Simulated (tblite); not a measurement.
# C60H28 (hexarylene): the cost of one run

Programs: tblite 0.8.0 and PySCF 2.14.0, with routines of our own; each step states its level. All values are computed. Atoms count from 0.

## (1) The system as given

88 atoms, charge 0, multiplicity 1; geometry from: force field, distance geometry or constructed start.

## (2) Geometry optimisation with GFN2-xTB

What the job is given:

```
{"job": {"kind": "relax", "xc": "GFN2-xTB", "basis": "xTB"}, "charge": 0, "multiplicity": 1}
C     11.676900     1.983400    -0.496500
C     12.306000     0.825800    -0.096900
C     11.566600    -0.303400     0.270200
C     12.223900    -1.457700     0.668300
C     11.501900    -2.589900     1.038500
C     10.106600    -2.562600     0.990100
C      9.395200    -1.410900     0.586900
C      7.907600    -1.364200     0.540600
C      7.125200    -2.472400     0.890100
C      5.728100    -2.428700     0.844500
C      5.014700    -1.284600     0.439900
C      3.576400    -1.246000     0.394300
C      2.776900    -2.343900     0.749300
C      1.389600    -2.308600     0.696000
C      0.670400    -1.162400     0.299100
C     -0.767500    -1.129500     0.258200
C     -1.563200    -2.229300     0.603000
C     -2.957400    -2.198400     0.555400
C     -3.672500    -1.052900     0.159300
C     -5.107200    -1.016900     0.112500
C     -5.909500    -2.116400     0.462000
C     -7.300800    -2.085200     0.415400
C     -8.009700    -0.942600     0.022800
C     -9.452500    -0.923300    -0.029300
C    -10.267700    -2.022900     0.324500
C    -11.666200    -1.981500     0.277400
C    -12.291600    -0.816800    -0.130500
C    -11.539800     0.300900    -0.486000
C    -12.207500     1.457100    -0.893200
C    -11.490200     2.583500    -1.248300
C    -10.095200     2.556200    -1.210000
C     -9.364100     1.409900    -0.806200
C     -7.928700     1.362400    -0.758200
C     -7.129500     2.461100    -1.102400
C     -5.737900     2.425300    -1.062800
C     -5.024400     1.284000    -0.662300
C     -3.587600     1.243900    -0.616200
C     -2.787500     2.347200    -0.964700
C     -1.394600     2.304400    -0.916600
C     -0.685400     1.171200    -0.515600
C      0.757600     1.128100    -0.465900
C      1.561200     2.225900    -0.816200
C      2.953000     2.196600    -0.778100
C      3.666600     1.055000    -0.376700
C      5.098300     1.021700    -0.326200
C      5.897400     2.126700    -0.683600
C      7.293800     2.095200    -0.637300
C      7.989700     0.955600    -0.234700
C      9.483000     0.921500    -0.190300
C     10.281700     2.031800    -0.541600
C     10.135600    -0.271300     0.225800
C      7.239700    -0.187000     0.127500
C      5.784000    -0.150900     0.080500
C      2.892100    -0.076900    -0.017000
C      1.442600    -0.038400    -0.060100
C     -1.450100     0.040800    -0.155600
C     -2.896500     0.070000    -0.205800
C     -5.791000     0.158500    -0.299300
C     -7.245900     0.188000    -0.342300
C    -10.110300     0.265200    -0.441200
H     12.251800     2.859500    -0.772400
H     13.400000     0.802900    -0.059100
H     13.312700    -1.498100     0.713600
H     12.020600    -3.487400     1.351100
H      9.607700    -3.471300     1.288600
H      7.559800    -3.404600     1.216300
H      5.226200    -3.338400     1.136000
H      3.217000    -3.286400     1.075900
H      0.879500    -3.228500     0.988600
H     -1.131000    -3.174200     0.933600
H     -3.460900    -3.114400     0.854800
H     -5.472500    -3.063100     0.788600
H     -7.803600    -3.002400     0.714400
H     -9.834700    -2.961500     0.651100
H    -12.239700    -2.853000     0.550000
H    -13.371700    -0.797700    -0.164400
H    -13.296600     1.489600    -0.927900
H    -12.009300     3.486600    -1.561200
H     -9.597300     3.468400    -1.507800
H     -7.570600     3.396400    -1.429100
H     -5.235600     3.337300    -1.354200
H     -3.227600     3.282000    -1.285800
H     -0.890000     3.222300    -1.205900
H      1.116100     3.170200    -1.146200
H      3.442800     3.117000    -1.068400
H      5.457600     3.069600    -1.003600
H      7.803100     3.004500    -0.929800
H      9.835700     2.970700    -0.869700
```

Run with:

```
$ OMP_NUM_THREADS=4 python large_run.py task.json out
```

One launch serves the whole session: the jobs run in the order shown.

Q: Estimate the wall time and peak memory of this first job on 4 threads of Arm Neoverse V2, shared host.

About 2.5 s, with a peak of 0.2 GiB.
